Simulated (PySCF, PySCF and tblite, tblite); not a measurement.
**C₈H₉B: a path driven as rotation about a bond, and NMR exchange**

Aim: the barrier and rate of rotation about a bond in C₈H₉B (`BC1=C[C@@H]2C=C[C@@H]3[C@H]1[C@H]23`), and what it does to NMR lines.

Computed with tblite 0.8.0 (tight binding) and PySCF 2.14.0 (DFT, with response routines of our own); each step states its level. Atoms count from 0 throughout.

## (1) The molecule as given

18 atoms, charge 0, multiplicity 1; geometry from: force field or distance geometry start.

Bonds of the start (Å): B0–C1 1.58, B0–H10 1.17, B0–H9 1.17, C1–C2 1.32, C1–C7 1.51, C2–C3 1.50, C2–H11 1.08, C3–C4 1.48, C3–C8 1.53, C3–H12 1.11, C4–C5 1.32, C4–H13 1.09, C5–C6 1.50, C5–H14 1.09, C6–C7 1.56, C6–C8 1.51, C6–H15 1.13, C7–C8 1.52, C7–H16 1.11, C8–H17 1.12.

## (2) GFN2-xTB relaxation, start minimum

Job settings and geometry (Å):

```
{"job": {"xc": "GFN2-xTB", "basis": "xTB", "kind": "relax"}, "charge": 0, "multiplicity": 1}
B      2.770200    -0.173700    -0.186800
C      1.203600    -0.347200    -0.128400
C      0.461000    -0.643800    -1.172600
C     -0.992200    -0.598500    -0.813700
C     -1.471600     0.792500    -0.973300
C     -1.275600     1.497400     0.126800
C     -0.818900     0.653700     1.279600
C      0.431600    -0.268400     1.164700
C     -0.935100    -0.746200     0.713100
H      3.325800    -0.265100    -1.213400
H      3.369400     0.061500     0.796100
H      0.819600    -0.725400    -2.191700
H     -1.619900    -1.371200    -1.300800
H     -1.767200     1.231500    -1.929500
H     -1.445600     2.575600     0.198400
H     -1.362300     0.716400     2.263400
H      0.760000    -0.855700     2.046200
H     -1.461600    -1.527100     1.310400
```

Run with:

```sh
$ OMP_NUM_THREADS=1 python ens_run.py task.json out
```

The driver reads the study from task.json and runs its stages one after another.

The program printed:

```text
step      E/eV     max force
  0    -621.85049    3.610
  1    -622.11615    2.106
  2    -622.25292    0.850
  3    -622.36658    0.878
  4    -622.43519    0.815
  5    -622.51085    0.698
  6    -622.54430    0.509
  7    -622.57294    0.444
  8    -622.59558    0.345
  9    -622.60646    0.258
 10    -622.61289    0.206
 11    -622.61755    0.192
 12    -622.62192    0.146
 13    -622.62577    0.163
 14    -622.62940    0.143
 15    -622.63336    0.215
 16    -622.63733    0.192
 17    -622.64038    0.113
 18    -622.64237    0.087
 19    -622.64376    0.079
 20    -622.64503    0.089
 21    -622.64623    0.076
 22    -622.64710    0.060
 23    -622.64763    0.049
 24    -622.64799    0.047
 25    -622.64830    0.050
 26    -622.64860    0.053
 27    -622.64886    0.037
 28    -622.64911    0.033
 29    -622.64938    0.037
 30    -622.64974    0.052
 31    -622.65020    0.055
 32    -622.65072    0.051
 33    -622.65116    0.044
 34    -622.65148    0.038
 35    -622.65176    0.042
 36    -622.65203    0.038
 37    -622.65228    0.031
 38    -622.65247    0.027
 39    -622.65262    0.026
 40    -622.65277    0.026
 41    -622.65291    0.021
 42    -622.65302    0.020
 43    -622.65308    0.015
 44    -622.65313    0.016
 45    -622.65320    0.016
 46    -622.65325    0.014
 47    -622.65329    0.011
 48    -622.65331    0.009
 49    -622.65333    0.010
 50    -622.65334    0.009
 51    -622.65336    0.009
 52    -622.65337    0.007
 53    -622.65337    0.007
 54    -622.65338    0.006
 55    -622.65339    0.007
 56    -622.65340    0.007
 57    -622.65341    0.009
 58    -622.65342    0.009
 59    -622.65343    0.007
 60    -622.65344    0.007
 61    -622.65344    0.007
 62    -622.65344    0.004
 63    -622.65345    0.004
 64    -622.65345    0.004
 65    -622.65345    0.003
```

Wall time 0.37 s (1 thread of Arm Neoverse V2, shared host).

Gain 0.803 eV; displacement 0.16 Å root mean square.

## (3) Relaxed scan, rotation

Job settings and geometry (Å):

```
{"job": {"xc": "GFN2-xTB", "basis": "xTB", "coordinate": [["t", [9, 0, 1, 2], 0.25], ["t", [9, 0, 1, 7], 0.25], ["t", [10, 0, 1, 2], 0.25], ["t", [10, 0, 1, 7], 0.25]], "kind": "drive"}, "charge": 0, "multiplicity": 1}
B      2.687903    -0.093195    -0.155030
C      1.182217    -0.353993    -0.105255
C      0.370113    -0.589523    -1.167925
C     -1.073098    -0.712301    -0.771087
C     -1.345177     0.756978    -0.999052
C     -1.172212     1.448949     0.131703
C     -0.863717     0.556886     1.242977
C      0.356608    -0.402206     1.114011
C     -1.025409    -0.853297     0.747294
H      3.249433    -0.142055    -1.180175
H      3.279427     0.142500     0.826732
H      0.674845    -0.575623    -2.200518
H     -1.687191    -1.415657    -1.326991
H     -1.538811     1.157258    -1.978202
H     -1.235705     2.517409     0.239391
H     -1.111956     0.852906     2.251492
H      0.821137    -0.669374     2.051541
H     -1.577165    -1.619346     1.267437
```

The program printed:

```text
point  coordinate     E/eV
  0    101.600     -622.63863
  1    116.400     -622.59924
  2    131.300     -622.54071
  3    146.300     -622.47657
  4    161.600     -622.42631
  5    176.900     -622.41179
  6    192.200     -622.43835
  7    207.400     -622.49231
  8    222.400     -622.55364
  9    237.300     -622.60664
 10    252.100     -622.64165
 11    266.900     -622.65309
```

It took 1.5 s on 1 thread of Arm Neoverse V2, shared host.

The highest point is number 5, 5.2 kcal/mol above the first.

## (4) Nudged elastic band, leg 1

The job, as its differences from that of step 3:

```diff
@@ -1,2 +1,2 @@
-{"job": {"xc": "GFN2-xTB", "basis": "xTB", "coordinate": [["t", [9, 0, 1, 2], 0.25], ["t", [9, 0, 1, 7], 0.25], ["t", [10, 0, 1, 2], 0.25], ["t", [10, 0, 1, 7], 0.25]], "kind": "drive"}, "charge": 0, "multiplicity": 1}
+{"job": {"xc": "GFN2-xTB", "basis": "xTB", "kind": "neb"}, "charge": 0, "multiplicity": 1}
 B      2.687903    -0.093195    -0.155030
```

The program printed:

```text
image   E - E0 / eV
  0       0.0000
  1       0.0590
  2       0.1874
  3       0.2412
  4       0.1537
  5       0.0422
  6      -0.0000
```

Wall time 0.92 s (1 thread of Arm Neoverse V2, shared host); peak memory 0.19 GiB.

The highest point is number 3, 5.6 kcal/mol above the first.

## (5) Saddle search, leg 1

Job settings and geometry (Å):

```
{"job": {"xc": "GFN2-xTB", "basis": "xTB", "kind": "saddle"}, "charge": 0, "multiplicity": 1}
B      2.707994    -0.110200    -0.114163
C      1.183300    -0.376593    -0.129477
C      0.375810    -0.697082    -1.151106
C     -1.076938    -0.743871    -0.736787
C     -1.391047     0.701982    -1.039607
C     -1.196321     1.463797     0.037480
C     -0.848938     0.641056     1.196731
C      0.371412    -0.314896     1.107436
C     -1.012984    -0.794519     0.786706
H      3.117082     0.973860    -0.273921
H      3.455680    -0.988146     0.084107
H      0.665293    -0.768043    -2.185438
H     -1.693324    -1.484054    -1.241590
H     -1.605386     1.037328    -2.039230
H     -1.269377     2.535874     0.090951
H     -1.087740     0.993869     2.190167
H      0.846167    -0.535842     2.052654
H     -1.540684    -1.534519     1.365089
```

The program printed:

```text
step      E/eV     max force
  0    -622.41220   0.0502
  1    -622.41233   0.0819
  2    -622.41251   0.0211
  3    -622.41250   0.0041
lowest wavenumbers (cm-1): -285.0 145.6 181.7 292.3 334.7 462.3
```

Run time: 1.9 s. Hardware: 1 thread of Arm Neoverse V2, shared host; peak memory 0.19 GiB.

Point group C1; 1 imaginary mode, 285i cm⁻¹, carried by H9, H10. Steps downhill from it reached both ends.

## (6) Shieldings, start: PBE0/pcSseg-1

Job settings and geometry (Å):

```
{"job": {"kind": "nmr", "xc": "PBE0", "basis": "pcSseg-1", "pop": false}, "charge": 0, "multiplicity": 1}
B      2.687903    -0.093195    -0.155030
C      1.182217    -0.353993    -0.105255
C      0.370113    -0.589523    -1.167925
C     -1.073098    -0.712301    -0.771087
C     -1.345177     0.756978    -0.999052
C     -1.172212     1.448949     0.131703
C     -0.863717     0.556886     1.242977
C      0.356608    -0.402206     1.114011
C     -1.025409    -0.853297     0.747294
H      3.249433    -0.142055    -1.180175
H      3.279427     0.142500     0.826732
H      0.674845    -0.575623    -2.200518
H     -1.687191    -1.415657    -1.326991
H     -1.538811     1.157258    -1.978202
H     -1.235705     2.517409     0.239391
H     -1.111956     0.852906     2.251492
H      0.821137    -0.669374     2.051541
H     -1.577165    -1.619346     1.267437
```

The program printed:

```text
coarse grid: 15360 points
cycle   1  E = -334.4707585414  dE =  1.719e+00  |g| = 3.821e-01  |ddm| = 3.978e+00
cycle   2  E = -334.4566287714  dE =  1.413e-02  |g| = 4.682e-01  |ddm| = 1.038e+00
cycle   3  E = -334.5124362354  dE = -5.581e-02  |g| = 1.085e-01  |ddm| = 6.290e-01
cycle   4  E = -334.5148278591  dE = -2.392e-03  |g| = 5.072e-02  |ddm| = 1.398e-01
cycle   5  E = -334.5154593778  dE = -6.315e-04  |g| = 1.187e-02  |ddm| = 6.439e-02
cycle   6  E = -334.5154946482  dE = -3.527e-05  |g| = 3.578e-03  |ddm| = 1.573e-02
cycle   7  E = -334.5154976313  dE = -2.983e-06  |g| = 1.007e-03  |ddm| = 4.079e-03
final grid: 149224 points
cycle   8  E = -334.5682594032  dE = -5.553e-05  |g| = 8.649e-03  |ddm| = 5.916e-02
cycle   9  E = -334.5682459794  dE =  1.342e-05  |g| = 1.157e-02  |ddm| = 2.590e-02
cycle  10  E = -334.5682794128  dE = -3.343e-05  |g| = 1.049e-03  |ddm| = 1.479e-02
cycle  11  E = -334.5682796691  dE = -2.563e-07  |g| = 5.046e-04  |ddm| = 1.566e-03
cycle  12  E = -334.5682797335  dE = -6.440e-08  |g| = 1.309e-04  |ddm| = 5.526e-04
cycle  13  E = -334.5682797372  dE = -3.647e-09  |g| = 5.758e-05  |ddm| = 1.719e-04
cycle  14  E = -334.5682797380  dE = -8.002e-10  |g| = 1.252e-05  |ddm| = 6.340e-05
converged SCF energy = -334.5682797380

GIAO shielding tensors (ppm)
atom      isotropic    diamagn.    paramagn.     s11        s22        s33       span
  0 B       34.797     191.110    -156.313    -12.798    -11.677    128.866    141.664
  1 C       40.202     246.399    -206.196    -67.749     24.878    163.478    231.227
  2 C       24.262     252.564    -228.302    -58.109     -1.685    132.580    190.690
  3 C      127.012     248.453    -121.441    109.284    129.220    142.533     33.249
  4 C       56.970     253.871    -196.902    -29.721     48.010    152.620    182.341
  5 C       52.285     247.697    -195.413    -38.580     40.883    154.552    193.132
  6 C      140.499     250.011    -109.512     97.320    144.739    179.438     82.117
  7 C      134.981     246.933    -111.951     89.863    140.225    174.857     84.994
  8 C      133.849     249.216    -115.367     92.477    124.948    184.123     91.646
  9 H       25.112      29.039      -3.928     19.653     26.931     28.751      9.098
 10 H       25.006      29.332      -4.326     19.308     26.630     29.081      9.773
 11 H       24.775      32.126      -7.351     21.864     25.718     26.742      4.878
 12 H       28.459      32.020      -3.561     23.645     25.591     36.141     12.496
 13 H       25.923      31.158      -5.235     22.197     26.438     29.135      6.939
 14 H       26.413      29.713      -3.300     23.388     26.350     29.502      6.114
 15 H       28.483      31.212      -2.729     22.113     26.618     36.717     14.605
 16 H       27.967      31.659      -3.692     21.985     26.125     35.791     13.806
 17 H       28.675      32.425      -3.751     22.746     26.283     36.996     14.250
```

It took 30 s on 1 thread of Arm Neoverse V2, shared host; peak memory 0.89 GiB.

This run: HOMO -6.76 eV, LUMO -1.77 eV; dipole 1.95 D.

## (7) Shieldings, saddle of leg 1: PBE0/pcSseg-1

Job settings and geometry (Å):

```
{"job": {"kind": "nmr", "xc": "PBE0", "basis": "pcSseg-1", "pop": false}, "charge": 0, "multiplicity": 1}
B      2.697949    -0.097722    -0.104096
C      1.179443    -0.387336    -0.142258
C      0.365959    -0.694885    -1.162605
C     -1.085475    -0.744515    -0.739403
C     -1.392215     0.703989    -1.037686
C     -1.177579     1.462274     0.038118
C     -0.833549     0.633668     1.194444
C      0.375831    -0.335438     1.099588
C     -1.014602    -0.800084     0.783125
H      3.095055     0.981059    -0.323161
H      3.452709    -0.944287     0.184743
H      0.653585    -0.768006    -2.197361
H     -1.709223    -1.484593    -1.235401
H     -1.617456     1.045880    -2.032424
H     -1.233090     2.535436     0.086712
H     -1.062717     0.987523     2.189503
H      0.857970    -0.555490     2.041616
H     -1.552597    -1.537474     1.356546
```

The program printed:

```text
coarse grid: 15360 points
cycle   1  E = -334.4555656763  dE =  1.716e+00  |g| = 3.886e-01  |ddm| = 3.981e+00
cycle   2  E = -334.4485443536  dE =  7.021e-03  |g| = 4.476e-01  |ddm| = 1.083e+00
cycle   3  E = -334.4991211205  dE = -5.058e-02  |g| = 5.546e-02  |ddm| = 6.455e-01
cycle   4  E = -334.4995560370  dE = -4.349e-04  |g| = 3.198e-02  |ddm| = 9.172e-02
cycle   5  E = -334.4997694265  dE = -2.134e-04  |g| = 1.410e-02  |ddm| = 4.261e-02
cycle   6  E = -334.4998188547  dE = -4.943e-05  |g| = 3.671e-03  |ddm| = 1.690e-02
cycle   7  E = -334.4998221099  dE = -3.255e-06  |g| = 5.488e-04  |ddm| = 3.653e-03
final grid: 149224 points
cycle   8  E = -334.5527982728  dE = -5.489e-05  |g| = 8.173e-03  |ddm| = 5.417e-02
cycle   9  E = -334.5527891991  dE =  9.074e-06  |g| = 1.046e-02  |ddm| = 2.494e-02
cycle  10  E = -334.5528163563  dE = -2.716e-05  |g| = 7.789e-04  |ddm| = 1.389e-02
cycle  11  E = -334.5528164798  dE = -1.235e-07  |g| = 3.829e-04  |ddm| = 1.158e-03
cycle  12  E = -334.5528165137  dE = -3.390e-08  |g| = 1.280e-04  |ddm| = 4.759e-04
cycle  13  E = -334.5528165175  dE = -3.800e-09  |g| = 4.912e-05  |ddm| = 1.607e-04
cycle  14  E = -334.5528165181  dE = -5.940e-10  |g| = 5.699e-06  |ddm| = 5.214e-05
converged SCF energy = -334.5528165181

GIAO shielding tensors (ppm)
atom      isotropic    diamagn.    paramagn.     s11        s22        s33       span
  0 B        9.734     191.121    -181.387    -59.239    -41.600    130.041    189.280
  1 C       39.594     250.819    -211.225    -46.371     31.992    133.161    179.532
  2 C       56.496     251.396    -194.899    -21.128     39.631    150.985    172.113
  3 C      128.098     247.655    -119.557    108.917    131.111    144.267     35.351
  4 C       48.524     253.422    -204.897    -45.777     39.054    152.296    198.072
  5 C       62.852     247.882    -185.030    -25.183     58.991    154.748    179.931
  6 C      141.591     249.606    -108.014    100.655    145.033    179.086     78.431
  7 C      140.438     247.574    -107.135     98.539    152.029    170.746     72.207
  8 C      133.436     249.024    -115.588     86.509    129.980    183.819     97.311
  9 H       23.756      28.549      -4.793     15.740     27.479     28.049     12.309
 10 H       23.191      28.530      -5.339     15.546     26.317     27.712     12.166
 11 H       26.376      31.915      -5.539     22.927     27.429     28.771      5.843
 12 H       28.560      32.018      -3.458     24.079     25.457     36.144     12.065
 13 H       25.694      31.059      -5.365     22.719     25.983     28.379      5.660
 14 H       26.571      29.852      -3.281     23.414     26.201     30.097      6.683
 15 H       28.768      31.120      -2.351     22.477     26.744     37.083     14.606
 16 H       28.839      31.287      -2.448     22.937     27.098     36.481     13.544
 17 H       28.546      32.447      -3.901     22.888     26.016     36.734     13.846
```

Run time: 36 s. Hardware: 1 thread of Arm Neoverse V2, shared host; peak memory 0.91 GiB.

Key values: HOMO -6.27 eV, LUMO -1.58 eV; dipole 0.51 D.

Orbitals, density, ELF and potential are computed afterwards from the orbital file.

Frontier orbitals at PBE0/pcSseg-1, with the share of their density that lies nearest to each atom:

| orbital | energy (eV) | lies on |
| --- | --- | --- |
| HOMO | -6.27 | C1, C2 about 23 % each; C5 18 %; C4 9 % |
| LUMO | -1.58 | B0 52 %; H9, H10 about 15 % each |

ELF in a plane through or near 6 of the atoms.

Values, 10 rows by 14 columns:
```
0.00 0.00 0.00 0.00 0.00 0.00 0.00 0.00 0.00 0.00 0.00 0.00 0.00 0.00
0.00 0.00 0.00 0.00 0.00 0.00 0.00 0.00 0.00 0.00 0.00 0.00 0.00 0.00
0.00 0.00 0.00 0.00 0.00 0.79 0.73 0.01 0.35 0.05 0.00 0.00 0.00 0.00
0.00 0.00 0.01 0.03 0.01 0.89 0.97 0.22 0.45 0.15 0.01 0.00 0.00 0.00
0.00 0.01 0.98 0.99 0.22 0.31 0.32 0.64 0.88 0.18 0.01 0.00 0.00 0.00
0.00 0.05 1.00 1.00 0.57 0.54 0.55 0.13 0.53 0.16 0.07 0.00 0.00 0.00
0.00 0.00 0.41 0.41 0.11 0.25 0.35 0.77 0.73 0.39 0.10 0.00 0.00 0.00
0.00 0.00 0.00 0.00 0.00 0.56 1.00 0.45 0.03 0.04 0.01 0.00 0.00 0.00
0.00 0.00 0.00 0.00 0.00 0.21 0.93 0.12 0.00 0.00 0.00 0.00 0.00 0.00
0.00 0.00 0.00 0.00 0.00 0.00 0.00 0.00 0.00 0.00 0.00 0.00 0.00 0.00
```
The map spans 12.3 Å across and 9.8 Å up, centred on the molecule. Atoms in the plane (x, y in Å): C1 (-1.2, -0.2), C2 (-0.4, -1.2), C7 (-0.5, 1.1), H10 (-3.6, 0.0), H11 (-0.7, -2.3), H16 (-1.0, 2.0).

On the surface of density 0.002 e/bohr³ the electrostatic potential runs, from the 1st to the 99th percentile, from -0.89 V near C1 to 1.54 V near B0.

## (8) Kinetics and line shapes

Job settings and geometry (Å):

```
{"job": {"smiles": "BC1=CC2C=CC3C1C23", "charge": 0, "mult": 1, "motion": "rotation", "what": "aryl or vinyl borane", "atoms": [0, 1], "drives": [{"terms": [["t", [9, 0, 1, 2], 0.25], ["t", [9, 0, 1, 7], 0.25], ["t", [10, 0, 1, 2], 0.25], ["t", [10, 0, 1, 7], 0.25]], "by": 180, "n": 12}], "study": "path", "level": {"kind": "nmr", "xc": "PBE0", "basis": "pcSseg-1"}, "fields": [60, 200, 360], "first": 3, "seed": 51, "kind": "path"}, "charge": 0, "multiplicity": 1}
B      2.687903    -0.093195    -0.155030
C      1.182217    -0.353993    -0.105255
C      0.370113    -0.589523    -1.167925
C     -1.073098    -0.712301    -0.771087
C     -1.345177     0.756978    -0.999052
C     -1.172212     1.448949     0.131703
C     -0.863717     0.556886     1.242977
C      0.356608    -0.402206     1.114011
C     -1.025409    -0.853297     0.747294
H      3.249433    -0.142055    -1.180175
H      3.279427     0.142500     0.826732
H      0.674845    -0.575623    -2.200518
H     -1.687191    -1.415657    -1.326991
H     -1.538811     1.157258    -1.978202
H     -1.235705     2.517409     0.239391
H     -1.111956     0.852906     2.251492
H      0.821137    -0.669374     2.051541
H     -1.577165    -1.619346     1.267437
```

The program printed:

```text
stationary points (kcal/mol above the start)
  n  kind          group   xTB      DFT    lowest mode
  0  minimum      C1       0.00     0.00     133.5
  1  saddle       C1       5.56     9.67    -285.0
  2  minimum      C1      -0.00     0.00     133.4

GFN2-xTB energies: T/K, barrier G, reaction G (kcal/mol), k forward, k back (1/s)
 150.00     4.99    -0.00    3.3e+05   3.29e+05
 200.00     5.03    -0.00   2.67e+07   2.66e+07
 250.00     5.08    -0.00   3.79e+08   3.79e+08
 298.15     5.14    -0.00   2.13e+09   2.12e+09
 350.00     5.22    -0.00   8.05e+09   8.03e+09
 400.00     5.31    -0.00    2.1e+10    2.1e+10
 500.00     5.51    -0.00   8.13e+10   8.11e+10

PBE0/pcSseg-1 + D3(BJ) energies: T/K, barrier G, reaction G (kcal/mol), k forward, k back (1/s)
 150.00     9.11     0.00      0.331      0.332
 200.00     9.15    -0.00        847        847
 250.00     9.19    -0.00   9.55e+04   9.55e+04
 298.15     9.26    -0.00   2.04e+06   2.04e+06
 350.00     9.33    -0.00   2.16e+07   2.16e+07
 400.00     9.42    -0.00   1.18e+08   1.18e+08
 500.00     9.63    -0.00   1.29e+09   1.29e+09
```

Run time: 73 s. Hardware: 1 thread of Arm Neoverse V2, shared host; peak memory 0.91 GiB. This counts the whole study up to here.

Barriers by level (kcal/mol; entropies in cal/(mol K)). Zero-point and thermal terms come from xTB in every row. ΔG‡ leaves symmetry out; the rate counts equivalent paths (a factor of 2); effective ΔG‡, where given, is the barrier that would give that rate by Eyring's equation alone:

| level | ΔE‡ | with zero-point | ΔH‡ | ΔS‡ | ΔG‡ (298 K) | ΔE of reaction | k at 298 K (1/s) | effective ΔG‡ |
| --- | --- | --- | --- | --- | --- | --- | --- | --- |
| GFN2-xTB | 5.56 | 4.97 | 4.71 | -1.4 | 5.14 | 0.00 | 2.1e+09 | 4.73 |
| PBE0/pcSseg-1 + D3(BJ) | 9.67 | 9.09 | 8.83 | -1.4 | 9.26 | 0.00 | 2e+06 | 8.85 |

Sites that the driver pairs across this motion, and where their lines would merge (no couplings; faster rotations or exchange between molecules can average them sooner):

| nucleus | sites: shielding (ppm) | proton frequency (MHz) | spread (Hz) | coalescence (K) | lines at 298 K |
| --- | --- | --- | --- | --- | --- |
| ¹H | H9: 25.11; H10: 25.01 | 60 | 6 | 170 | 1 |
| ¹H | H9: 25.11; H10: 25.01 | 200 | 21 | 178 | 1 |
| ¹H | H9: 25.11; H10: 25.01 | 360 | 38 | 182 | 1 |

## (9) Outcome

```
                        quantity                              value
barrier (PBE0/pcSseg-1 + D3(BJ))   ΔE‡ 9.7, ΔG‡(298 K) 9.3 kcal/mol
              barrier (GFN2-xTB)                   ΔE‡ 5.6 kcal/mol
                   rate at 298 K                          2e+06 s⁻¹
                 end of the path  the start, renumbered or mirrored
            coalescence of ¹H H9                   182 K at 360 MHz
```

In words: The barrier is 9.7 kcal/mol at the DFT level (xTB: 5.6); with thermal terms and the count of paths the DFT value gives a rate of 2e+06 s⁻¹ at 298 K. An error of 1.4 kcal/mol changes that rate tenfold. The ¹H lines of H9 and its partners, 38 Hz apart at 360 MHz, merge at 182 K, so by this path alone the exchange at 298 K is fast for them; other paths were not followed.
